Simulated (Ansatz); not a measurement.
# Al7InAs8: band edges up the ladder

One table from this session's results is given with a row withheld; the runs are named, their logs left out.

Computed with Ansatz 0.2.0 (DFT PBEsol, scalar-relativistic, plane waves, PAW, unless a step's input says otherwise).

That is the level of the relaxation; later steps name their own.

2 further runs of the same task are left out: 2 set aside as unsound or not needed.

## The starting structure

The structure is cubic, space group F-43m (No. 216). Conventional cell: a = 11.448 Å, b = 11.448 Å, c = 11.448 Å, α = 90.00°, β = 90.00°, γ = 90.00°. In (site symmetry -43m) is surrounded by 4 As at 2.58 Å. Around Al (site symmetry 2mm) lie 4 As at 2.45 to 2.48 Å. Al (site symmetry -43m) has 4 As at 2.48 Å as nearest neighbours. As (site symmetry 3m) has 3 Al at 2.45 Å and 1 In at 2.58 Å as nearest neighbours. As (site symmetry 3m) is surrounded by 4 Al at 2.48 Å.

As a file:

```cif
data_structure
_symmetry_space_group_name_H-M 'P 1'
_symmetry_Int_Tables_number 1
_cell_length_a 8.0947
_cell_length_b 8.0947
_cell_length_c 8.0947
_cell_angle_alpha 60.000
_cell_angle_beta 60.000
_cell_angle_gamma 60.000
_cell_volume 375.05
loop_
_atom_site_label
_atom_site_type_symbol
_atom_site_fract_x
_atom_site_fract_y
_atom_site_fract_z
_atom_site_occupancy
In1 In 0.50000 0.00000 0.00000 1
Al1 Al 0.50043 0.00043 0.49957 1
Al2 Al 0.50043 0.49957 0.00043 1
Al3 Al 0.50043 0.49957 0.49957 1
Al4 Al 0.99957 0.00043 0.00043 1
Al5 Al 0.99957 0.00043 0.49957 1
Al6 Al 0.99957 0.49957 0.00043 1
Al7 Al 0.00000 0.50000 0.50000 1
As1 As 0.36971 0.39088 0.86971 1
As2 As 0.37496 0.37501 0.37501 1
As3 As 0.36971 0.86971 0.86971 1
As4 As 0.36971 0.86971 0.39088 1
As5 As 0.87501 0.37501 0.87496 1
As6 As 0.87501 0.37501 0.37501 1
As7 As 0.89088 0.86971 0.86971 1
As8 As 0.87501 0.87496 0.37501 1
```

It is the result of an earlier relaxation at this level (volume 23.44 Å³/atom; gap on the mesh: 1.34 eV).

Set-up of the first run:

input.yaml reads:

```yaml
crystal:
  lattice:
    - [5.7238382079, -5.7238382079, 0.0]
    - [5.7238382079, 0.0, 5.7238382079]
    - [0.0, -5.7238382079, 5.7238382079]
  atoms:
    - { symbol: In, position: [0.5, 0.0, 0.0] }
    - { symbol: Al, position: [0.5004298045, 0.0004298045, 0.4995701955] }
    - { symbol: Al, position: [0.5004298045, 0.4995701955, 0.0004298045] }
    - { symbol: Al, position: [0.5004298045, 0.4995701955, 0.4995701955] }
    - { symbol: Al, position: [-0.0004298045, 0.0004298045, 0.0004298045] }
    - { symbol: Al, position: [-0.0004298045, 0.0004298045, 0.4995701955] }
    - { symbol: Al, position: [-0.0004298045, 0.4995701955, 0.0004298045] }
    - { symbol: Al, position: [0.0, 0.5, 0.5] }
    - { symbol: As, position: [0.3697064445, 0.3908806665, 0.8697064445] }
    - { symbol: As, position: [0.3749564739, 0.3750145087, 0.3750145087] }
    - { symbol: As, position: [0.3697064445, 0.8697064445, 0.8697064445] }
    - { symbol: As, position: [0.3697064445, 0.8697064445, 0.3908806665] }
    - { symbol: As, position: [0.8750145087, 0.3750145087, 0.8749564739] }
    - { symbol: As, position: [0.8750145087, 0.3750145087, 0.3750145087] }
    - { symbol: As, position: [0.8908806665, 0.8697064445, 0.8697064445] }
    - { symbol: As, position: [0.8750145087, 0.8749564739, 0.3750145087] }
basis:
  ecutwfc: 420
kpoints:
  mp_grid: { grid: [4, 4, 4] }
  band_path: { path: [VBM, CBM], npoints: 2 }
hamiltonian:
  xc: pbesol
scf:
  occupations: { method: gaussian, width: 0.02 }
output:
  forces: true
  stress: true
  eigenvalues: true
```

Command:

```
$ ansatz run input.yaml --threads 4 --pin off --max-ram 10240MiB --backend cpu --events-out ev --progress --plain --runs-dir out
```

Steps of the session up to this table: Band edges over the whole zone; The run at PBEsol; Levels with PBEsol on the hybrid's mesh; The run at HSE06; Levels with PBEsol, spin-orbit coupling; The run at r2SCAN.

One table of the session follows, with a row left open; its other results are not shown here.

```
                      level  gap (eV)  least direct gap (eV)
                     PBEsol      1.34                   1.34
PBEsol on the hybrid's mesh      1.31                   1.31
                      HSE06      2.07                   2.07
PBEsol, spin-orbit coupling         ?                      ?
                     r2SCAN      1.78                   1.78
```

Q: Estimate the row for PBEsol, spin-orbit coupling from the others.

**Answer.** gap (eV): 1.23; least direct gap (eV): 1.23. In the column «gap (eV)» it is the lowest.

Gaps are by band count over the mesh and the named points; a gap of 0 means that the bands overlap or touch.
